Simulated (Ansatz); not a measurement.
Write a Python script for Ansatz's Python interface that makes a rigid scan of one bond length of C2H6SSi, SMILES SC1C[SiH2]1. Settings (for the species named): PBE0, def2-SVP basis, multiplicity 1, D3BJ dispersion.

```yaml
atoms:
  - { symbol: S, position_ang: [-1.7481, 0.3203, -1.0540] }
  - { symbol: C, position_ang: [-0.1755, 0.5155, -0.4740] }
  - { symbol: C, position_ang: [0.7275, -0.6410, -0.5557] }
  - { symbol: Si, position_ang: [0.2663, -0.1883, 1.1866] }
  - { symbol: H, position_ang: [-2.3091, 1.4848, -0.5668] }
  - { symbol: H, position_ang: [0.2620, 1.5143, -0.6375] }
  - { symbol: H, position_ang: [1.8357, -0.4509, -0.7224] }
  - { symbol: H, position_ang: [0.4388, -1.5849, -0.8954] }
  - { symbol: H, position_ang: [-0.5832, -1.3298, 1.7574] }
  - { symbol: H, position_ang: [1.3687, 0.3089, 1.9648] }
```

`run_scan.py`
```python
'''Stretching a bond of C2H6SSi, the rest held rigid.'''

from dataclasses import dataclass

import ansatz as az
from ase import Atoms
import numpy as np


@dataclass(frozen=True)
class RunConfig:
    basis: str = 'def2-SVP'
    xc: str = 'pbe0'
    vdw: str = 'd3bj'


settings = RunConfig()

atoms = Atoms(['S', 'C', 'C', 'Si', 'H', 'H', 'H', 'H', 'H', 'H'], positions=[
    (-1.7481, 0.3203, -1.054),
    (-0.1755, 0.5155, -0.474),
    (0.7275, -0.641, -0.5557),
    (0.2663, -0.1883, 1.1866),
    (-2.3091, 1.4848, -0.5668),
    (0.262, 1.5143, -0.6375),
    (1.8357, -0.4509, -0.7224),
    (0.4388, -1.5849, -0.8954),
    (-0.5832, -1.3298, 1.7574),
    (1.3687, 0.3089, 1.9648),
])
system = az.Crystal.molecule_from_ase(atoms)

symbols = [site.symbol for site in system.cartesian_sites]
start = np.array([site.position_ang for site in system.cartesian_sites])
axis = (start[4] - start[0]) / np.linalg.norm(start[4] - start[0])
moving = [4]
lengths, energies = [1.17, 1.27, 1.38, 1.52, 1.73, 2.07, 2.49, 3.04], []
for length in lengths:
    xyz = start.copy()
    xyz[moving] += (length - np.linalg.norm(start[4] - start[0])) * axis
    point = az.Crystal.molecule()
    for symbol, place in zip(symbols, xyz):
        point = point.atom(symbol, place.tolist())
    setup = point.calculation().basis(gaussian=settings.basis).functional(settings.xc, dispersion=settings.vdw)
    report = setup.run(threads=1).report
    energies.append(report['free_energy_ev'])
    print(f'r = {length:6.3f} A  E = {energies[-1]:.5f} eV  <S^2> = {abs(report["mean_field"]["state"]["spin_squared"]):.3f}')

print('energy above the lowest point (eV):', [round(e - min(energies), 3) for e in energies])
```

```console
$ python run_scan.py
r =  1.170 A  E = -20865.35512 eV  <S^2> = 0.000
r =  1.270 A  E = -20865.85228 eV  <S^2> = 0.000
r =  1.380 A  E = -20865.93861 eV  <S^2> = 0.000
r =  1.520 A  E = -20865.66306 eV  <S^2> = 0.000
r =  1.730 A  E = -20864.90876 eV  <S^2> = 0.000
r =  2.070 A  E = -20863.58657 eV  <S^2> = 0.000
r =  2.490 A  E = -20862.28466 eV  <S^2> = 0.000
r =  3.040 A  E = -20861.25788 eV  <S^2> = 0.000
energy above the lowest point (eV): [0.583, 0.086, 0.0, 0.276, 1.03, 2.352, 3.654, 4.681]
```

What to keep in mind:
- These settings explore the input space; basis and method may be short of convergence.
- The rest of the molecule is held rigid at a force-field or estimated start geometry, and the basis set is modest; single-reference methods fail as a bond breaks.
- The orbitals are restricted, so S² is zero by construction.
- Toward dissociation an unrestricted state can lie under the restricted one, by tenths of an eV for polar bonds under a functional and by 1 to 2 eV or more for others.
- It ran for 27 s on 1 thread of Arm Neoverse V1, with other jobs on the host, peak memory 0.26 GiB.
